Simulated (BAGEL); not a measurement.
# C2H4AlFO (SMILES C=C[O][AlH][F]): HF/def2-SVP (density fitting with qzvpp-jkfit)

What is the energy change on altering one bond length of C2H4AlFO at HF/def2-SVP (density fitting with qzvpp-jkfit)? 

The results are computed with BAGEL 1.2.2.

### Step 1. The molecule

C2H4AlFO: 9 atoms, total charge 0, spin state singlet. SMILES: `C=C[O][AlH][F]`. The coordinates come from a PBE0-D4/def2-TZVP relaxation. This is one conformer, not always the lowest.

Bond lengths: C1–C2 1.325 Å, C2–O3 1.346 Å, O3–Al4 1.684 Å, Al4–F5 1.640 Å, C1–H6 1.083 Å, C1–H7 1.081 Å, C2–H8 1.090 Å, Al4–H9 1.565 Å. Angles: C1–C2–O3 123.2°, C2–O3–Al4 137.8°, O3–Al4–F5 116.4°, C1–C2–H8 121.1°, O3–C2–H8 115.7°, C2–C1–H6 121.4°, C2–C1–H7 119.7°, O3–Al4–H9 123.2°, F5–Al4–H9 120.5°, H6–C1–H7 119.0°.

### Step 2. A single-point energy at HF/def2-SVP (density fitting with qzvpp-jkfit)

The input, input.json:

```json
{ "bagel": [

{
  "title": "molecule",
  "basis": "svp",
  "df_basis": "qzvpp-jkfit",
  "angstrom": "true",
  "geometry": [
    { "atom": "C", "xyz": [      -1.562000,      -0.360100,       1.103900 ] },
    { "atom": "C", "xyz": [      -0.728000,      -0.312900,       0.075500 ] },
    { "atom": "O", "xyz": [       0.490300,       0.256500,       0.139600 ] },
    { "atom": "Al", "xyz": [       1.800800,       0.519300,      -0.884800 ] },
    { "atom": "F", "xyz": [       3.087600,       1.301600,      -0.235000 ] },
    { "atom": "H", "xyz": [      -1.297700,       0.065300,       2.064100 ] },
    { "atom": "H", "xyz": [      -2.527700,      -0.832200,       0.988500 ] },
    { "atom": "H", "xyz": [      -0.999000,      -0.743100,      -0.888800 ] },
    { "atom": "H", "xyz": [       1.824300,       0.059200,      -2.380300 ] }
  ]
},

{ "title": "hf" },

{ "title": "print", "file": "orbitals.molden", "orbitals": "true" }

]}
```

Command:

```sh
$ BAGEL_NUM_THREADS=1 BAGEL input.json > input.out
```

The log of the run:

```text
* using 1 threads per process

  ===============================================================
  ===============================================================

  *** Geometry ***

  { "atom" : "C", "xyz" : [     -2.951752,     -0.680490,      2.086069 ] },
  { "atom" : "C", "xyz" : [     -1.375721,     -0.591295,      0.142674 ] },
  { "atom" : "O", "xyz" : [      0.926533,      0.484715,      0.263806 ] },
  { "atom" : "Al", "xyz" : [      3.403019,      0.981335,     -1.672030 ] },
  { "atom" : "F", "xyz" : [      5.834718,      2.459668,     -0.444086 ] },
  { "atom" : "H", "xyz" : [     -2.452298,      0.123399,      3.900584 ] },
  { "atom" : "H", "xyz" : [     -4.776661,     -1.572630,      1.867994 ] },
  { "atom" : "H", "xyz" : [     -1.887836,     -1.404255,     -1.679589 ] },
  { "atom" : "H", "xyz" : [      3.447427,      0.111872,     -4.498115 ] },

  Number of auxiliary basis functions:      504

  Since a DF basis is specified, we compute 2- and 3-index integrals:
    o Being stored without compression. Storage requirement is 0.036 GB

  Number of basis functions:       94
  Number of electrons      :       46

    * METHOD: MOLECULE                             0.22

  *** RHF ***

  === Nuclear Repulsion ===
   201.7230381558

      * DIIS with orbital gradients will be used.

  === RHF iteration (svp) ===
      0       -493.81831289          0.01975794           0.07
      1       -494.01096024          0.01261681           0.07
      2       -494.10571689          0.00154865           0.07
      3       -494.10756372          0.00051997           0.07
      4       -494.10776441          0.00012880           0.07
      5       -494.10777770          0.00004363           0.06
      6       -494.10778025          0.00002499           0.06
      7       -494.10778112          0.00000574           0.06
      8       -494.10778116          0.00000196           0.06
      9       -494.10778117          0.00000073           0.07
     10       -494.10778117          0.00000033           0.07
     11       -494.10778117          0.00000009           0.07
     12       -494.10778117          0.00000002           0.07
     13       -494.10778117          0.00000001           0.06
     14       -494.10778117          0.00000000           0.06
    * SCF iteration converged.

    * Permanent dipole moment:
           (    0.418042,     0.390892,     0.631570) a.u.

    * METHOD: HF                                   1.16

    * METHOD: PRINT                                0.02

  ===============================================================
```

Wall time 1.5 s (1 thread of Arm Neoverse V2, shared host); peak memory 0.14 GiB.

### Step 3. The distorted shape, same level

The input, input.json:

```json
{ "bagel": [

{
  "title": "molecule",
  "basis": "svp",
  "df_basis": "qzvpp-jkfit",
  "angstrom": true,
  "geometry": [
    { "atom": "C", "xyz": [   -1.694140,   -0.572784,    0.623836 ] },
    { "atom": "C", "xyz": [   -0.860140,   -0.525584,   -0.404564 ] },
    { "atom": "O", "xyz": [    0.358160,    0.043816,   -0.340464 ] },
    { "atom": "Al", "xyz": [    1.668660,    0.306616,   -1.364864 ] },
    { "atom": "F", "xyz": [    2.955460,    1.088916,   -0.715064 ] },
    { "atom": "H", "xyz": [   -1.297700,    0.065300,    2.064100 ] },
    { "atom": "H", "xyz": [   -2.659840,   -1.044884,    0.508436 ] },
    { "atom": "H", "xyz": [   -1.131140,   -0.955784,   -1.368864 ] },
    { "atom": "H", "xyz": [    1.692160,   -0.153484,   -2.860364 ] }
  ]
},
{ "title": "hf" },
{ "title": "print", "file": "orbitals.molden", "orbitals": true }

]}
```

Command:

```sh
$ BAGEL_NUM_THREADS=1 BAGEL input.json > input.out
```

The log of the run:

```text
* using 1 threads per process

  ===============================================================
  ===============================================================

  *** Geometry ***

  { "atom" : "C", "xyz" : [     -3.201461,     -1.082405,      1.178879 ] },
  { "atom" : "C", "xyz" : [     -1.625429,     -0.993210,     -0.764515 ] },
  { "atom" : "O", "xyz" : [      0.676824,      0.082800,     -0.643384 ] },
  { "atom" : "Al", "xyz" : [      3.153310,      0.579420,     -2.579219 ] },
  { "atom" : "F", "xyz" : [      5.585010,      2.057753,     -1.351275 ] },
  { "atom" : "H", "xyz" : [     -2.452298,      0.123399,      3.900584 ] },
  { "atom" : "H", "xyz" : [     -5.026369,     -1.974545,      0.960805 ] },
  { "atom" : "H", "xyz" : [     -2.137545,     -1.806170,     -2.586778 ] },
  { "atom" : "H", "xyz" : [      3.197719,     -0.290043,     -5.405305 ] },

  Number of auxiliary basis functions:      504

  Since a DF basis is specified, we compute 2- and 3-index integrals:
    o Being stored without compression. Storage requirement is 0.036 GB

  Number of basis functions:       94
  Number of electrons      :       46

    * METHOD: MOLECULE                             0.22

  *** RHF ***

  === Nuclear Repulsion ===
   200.1243604104

      * DIIS with orbital gradients will be used.

  === RHF iteration (svp) ===
      0       -493.72063507          0.01974155           0.06
      1       -493.91486051          0.01293013           0.06
      2       -494.01549528          0.00152264           0.06
      3       -494.01745033          0.00056358           0.06
      4       -494.01766887          0.00011458           0.06
      5       -494.01767962          0.00003429           0.06
      6       -494.01768068          0.00001304           0.06
      7       -494.01768090          0.00000282           0.07
      8       -494.01768091          0.00000130           0.06
      9       -494.01768091          0.00000053           0.06
     10       -494.01768091          0.00000024           0.07
     11       -494.01768091          0.00000011           0.07
     12       -494.01768091          0.00000002           0.06
     13       -494.01768091          0.00000001           0.07
     14       -494.01768091          0.00000000           0.07
    * SCF iteration converged.

    * Permanent dipole moment:
           (    0.424195,     0.442333,     0.783919) a.u.

    * METHOD: HF                                   1.13

    * METHOD: PRINT                                0.02

  ===============================================================
```

Run time: 1.5 s. Hardware: 1 thread of Arm Neoverse V2, shared host; peak memory 0.14 GiB.

### Step 4. What came out

Level: HF/def2-SVP (density fitting with qzvpp-jkfit).

```
                                                         quantity          value
                                        first shape: total energy  -494.10778 Eh
                                       first shape: dipole moment         2.17 D
                                         first shape: HOMO energy       -9.48 eV
                                         first shape: LUMO energy        2.18 eV
                                       first shape: HOMO–LUMO gap       11.66 eV
                                    distorted shape: total energy  -494.01768 Eh
                                   distorted shape: dipole moment         2.53 D
                                     distorted shape: HOMO energy       -9.69 eV
                                     distorted shape: LUMO energy        2.16 eV
                                   distorted shape: HOMO–LUMO gap       11.85 eV
energy change with the C1–H6 bond stretched from 1.083 to 1.624 Å       2.452 eV
```

In words: With the C1–H6 bond stretched from 1.083 to 1.624 Å the energy rises by 2.45 eV (57 kcal/mol). The first shape isn't relaxed at this level, so the change isn't measured from a minimum.
